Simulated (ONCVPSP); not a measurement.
# Pseudopotential generation for fluorine: ONCV, BLYP

Do these settings give a usable potential? It is generated, then checked for transferability, scattering, ghosts and hardness.

Method: ONCVPSP 4.0.1, BLYP, scalar-relativistic.

### Step 1. Settings

The settings as typed:

| Property | Result |
| --- | --- |
| element | fluorine (F, Z = 9) |
| type | optimised norm-conserving Vanderbilt (ONCV) |
| frozen core | [He] |
| valence charge | 7 |
| reference configuration | 2s2 2p5 |
| partial waves | 2s: rc 0.75 bohr, ncon 3, nbas 7, qcut 7.2 1/bohr, local; 2p: rc 1.55 bohr, ncon 3, nbas 7, qcut 7.6 1/bohr, 3 projectors, debl 2.5 Ha; d scattering state at 0.02 Ha: rc 1.50 bohr, ncon 3, nbas 7, qcut 6.5 1/bohr, 2 projectors, debl 3 Ha |
| local potential | the s channel |
| core correction | not asked for |

### Step 2. The generation run

The input, F.dat:

```
# ATOM AND REFERENCE CONFIGURATION
# atsym  z   nc   nv     iexc    psfile
  F 9.00    1    2  -106131      upf
#
#   n    l    f
    1    0    2.00
    2    0    2.00
    2    1    5.00
#
# PSEUDOPOTENTIAL AND OPTIMIZATION
# lmax
    2
#
#   l,   rc,      ep,       ncon, nbas, qcut
    0    0.75    0.00    3    7    7.20
    1    1.55    0.00    3    7    7.60
    2    1.50    0.02    3    7    6.50
#
# LOCAL POTENTIAL
# lloc, lpopt,  rc(5),   dvloc0
    0    5    0.75    0.00
#
# VANDERBILT-KLEINMAN-BYLANDER PROJECTORs
# l, nproj, debl
    0    0    3.40
    1    3    2.50
    2    2    3.00
#
# MODEL CORE CHARGE
# icmod, fcfact, rcfact
    0    0.00    0.00
#
# LOG DERIVATIVE ANALYSIS
# epsh1, epsh2, depsh
   -3.00    5.00    0.02
#
# OUTPUT GRID
# rlmax, drl
    6.00    0.01
#
# TEST CONFIGURATIONS
# ncnf
    4
# nvcnf
#   n    l    f
    2
    2    0    2.00
    2    1    4.00
#
    2
    2    0    2.00
    2    1    3.00
#
    2
    2    0    2.00
    2    1    2.00
#
    2
    2    0    2.00
    2    1    4.50
#
```

Started as:

```console
oncvpsp.x < F.dat > F.out
```

What does the calculation give? Wanted: cutoffs for 1 and 0.1 mHa per electron, occupied waves; bound ghosts; GHOST(+) flags; largest test error; largest phase difference near zero energy, channels read.

The runs gave:

```
                                                quantity                   value
  cutoffs for 1 and 0.1 mHa per electron, occupied waves       210 Ha and 342 Ha
                                            bound ghosts              none found
                                          GHOST(+) flags      none at low energy
                            largest test error (AE − PS)  +2346 meV, for 2s2 2p2
largest phase difference near zero energy, channels read               0.003 rad
```

The worst unpolarised test, 2s2 2p2, is off by 2346 meV on 118.5 eV; by total energies transferability rates as poor. That test lies far up in energy; among those under 40 eV, nearer to bonding, the largest error is 93 meV. It counts as very hard, with 210 Ha needed at the looser tolerance. At the looser tolerance the 2s wave is the slowest; 2p needs 24 Ha. The program's ghost test flags no bound state. Near zero energy the phases of the channels with partial waves agree within 0.003 rad. All of this concerns the isolated atom, not yet a solid.
